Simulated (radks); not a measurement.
**Exchange and kinetic functionals tested on atomic densities: Gd³⁺, K⁺, Ba²⁺, Ir⁴⁺, B²⁺, K¹⁷⁺**

An exercise on one series of results from a longer session: the logs are not shown, and one member is left open.

The numbers are computed with radks (a radial shooting solver on a logarithmic mesh, Libxc functionals) version 1 (non-relativistic Kohn-Sham, exchange-only LDA, spin-polarised, spherical densities, point nucleus; open shells are filled with parallel spins first), except any that are marked as measured or tabulated.

## The system

```
species : Gd³⁺ ([Xe] 4f7), K⁺ ([Ar]), Ba²⁺ ([Xe]), Ir⁴⁺ ([Xe] 4f14 5d5), B²⁺ ([He] 2s1), K¹⁷⁺ ([He])
```

Set-up of the first run:

Settings of this run:

```text
Z 64
configuration [Xe] 4f7
relativity non-relativistic
functional lda,
spin polarised
nucleus point
```

Steps of the session up to this table: Gd³⁺, [Xe] 4f7.

One table of the session follows, with a row left open; its other results are not shown here.

Radial moments (bohr):

```
  level     <r>  outermost maximum (interpolated)  90 % within  nodes
  4d up  0.6364                             0.560        0.955      1
4d down  0.6380                             0.560        0.959      1
  5s up       ?                                 ?            ?      ?
5s down   1.427                              1.28         2.05      4
  5p up   1.553                              1.37         2.26      3
5p down   1.592                              1.40         2.32      3
  4f up  0.8077                             0.554         1.36      0
4f down  0.8434                             0.557         1.44      0
```

Q: Estimate the row for 5s up from the others.

**Answer.** <r>: 1.400; outermost maximum (interpolated): 1.26; 90 % within: 2.01; nodes: 4. In the column «<r>» it lies between 4f down (0.8434) and 5s down (1.427).
